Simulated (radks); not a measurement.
# Taking charge from the 4p level of Ag³⁺ in fractions

An exercise on one series of results from a longer session: the logs are not shown, and one member is left open.

The numbers are computed with radks (a radial shooting solver on a logarithmic mesh, Libxc functionals) version 1 (scalar-relativistic Kohn-Sham, SCAN, spin-unpolarised, spherical densities, finite nucleus), except any that are marked as measured or tabulated.

**The atom as given**

```
element            : silver (Z = 47)
charge             : +3
electrons          : 44
configuration      : [Kr] 4d8
nuclear rms radius : 4.5454 fm
```

Outer shells as boxes (Hund's rule):

Ag³⁺
```
[Kr] core
4d [↑↓][↑↓][↑↓][↑ ][↑ ]
```

The first run:

The run's settings:

```text
Z 47
configuration [Kr] 4d8
relativity scalar-relativistic
functional scan,scan
spin unpolarised
nucleus finite rms 4.5454 fm
c 137.035999084
```

Among the steps run: Start: [Kr] 4d8.

One of the session's tables, all rows but one given; the rest of the session is left out.

It belongs to the step «Start: [Kr] 4d8». From the orbitals of this run (lengths in bohr):

| level | <r> | outermost maximum (interpolated) | 90 % within | nodes |
| --- | --- | --- | --- | --- |
| 2s | 0.1348 | 0.114 | 0.208 | 1 |
| 2p | 0.1177 | 0.0912 | 0.192 | 0 |
| 3s | 0.3676 | 0.332 | 0.541 | 2 |
| 3p | 0.3670 | 0.326 | 0.552 | 1 |
| 3d | 0.3457 | 0.274 | 0.547 | 0 |
| 4s | 0.9084 | 0.823 | 1.32 | 3 |
| 4p | ? | ? | ? | ? |
| 4d | 1.244 | 1.01 | 1.93 | 1 |

Estimate the missing values for 4p.

As computed: <r>: 0.9879; outermost maximum (interpolated): 0.875; 90 % within: 1.45; nodes: 2. In the column «<r>» it lies between 4s (0.9084) and 4d (1.244).
